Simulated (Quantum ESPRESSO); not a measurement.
Be2S:

```xyz
3
Lattice="3.1576 0.0000 0.0000 0.0000 3.1576 0.0000 0.0000 0.0000 3.9404" Properties=species:S:1:pos:R:3 pbc="T T T"
Be    0.0000    1.5788    0.6641
Be    1.5788    0.0000    3.2763
S     1.5788    1.5788    1.9702
```

The cell was built by a generator and needn't be a form met in nature.

| Quantity | Value |
| --- | --- |
| Program | Quantum ESPRESSO 7.5 |
| Task | phonon dispersion |
| Functional | PBEsol |
| Potentials or basis | PseudoDojo 0.4.1 SR PBEsol standard |
| Cutoff | 1197 eV |
| Density cutoff | 4789 eV |
| k mesh | 4 × 4 × 4, shifted |
| Occupations | fermi-dirac, width 0.05 eV |
| Spin | no spin polarisation |
| Mixing beta | 0.5 |
| Most SCF iterations | 120 |
| SCF threshold | 6e-10 Ry |
| q mesh | 2 × 2 × 2 |

The cell and the atoms were relaxed first, to 12.81 Å³/atom (a = 3.120 Å, b = 3.120 Å, c = 3.950 Å, α = 90.00°, β = 90.00°, γ = 90.00°), and the response was taken there.

The first run showed a gap, so the response started from a second, tighter run with fixed occupations.

**Question.** Is this structure dynamically stable at this level, and how far does the spectrum reach?

**Answer.** No: the interpolated spectrum has imaginary modes, down to 162i cm⁻¹ near M. The highest frequency is 641 cm⁻¹.

Phonon frequencies at the corners of the path (cm⁻¹, interpolated; i marks imaginary ones):
```csv
point,frequencies
Γ,0 0 0 204 260 522 557 584 590
X,140 170 173 195 271 513 548 592 609
M,162i 181 269 269 337 535 535 585 623
Z,115 115 173 197 197 548 575 587 587
R,49i 94 155 204 306 537 554 602 624
A,61i 154 220 256 256 534 534 566 641
```

Phonon states per cell in windows of 50 cm⁻¹ (negative: imaginary):
```
from (cm⁻¹)  total    Be     S
       -200   0.00  0.00  0.00
       -150   0.07  0.07  0.00
       -100   0.07  0.06  0.01
        -50   0.14  0.08  0.06
          0   0.22  0.11  0.11
         50   0.50  0.26  0.24
        100   1.04  0.56  0.47
        150   0.75  0.32  0.43
        200   1.14  0.71  0.44
        250   0.99  0.51  0.48
        300   0.08  0.07  0.01
        350   0.00  0.00  0.00
        400   0.00  0.00  0.00
        450   0.00  0.00  0.00
        500   1.79  1.44  0.35
        550   1.34  1.09  0.25
        600   0.87  0.72  0.14
```

A q mesh this small can miss soft modes between its points.

Caveat: some modes are imaginary; the layers were relaxed without a dispersion term, so their spacing and the soft interlayer modes are unreliable; the q mesh is small, so phonon branches between its points and thermal values are rough.
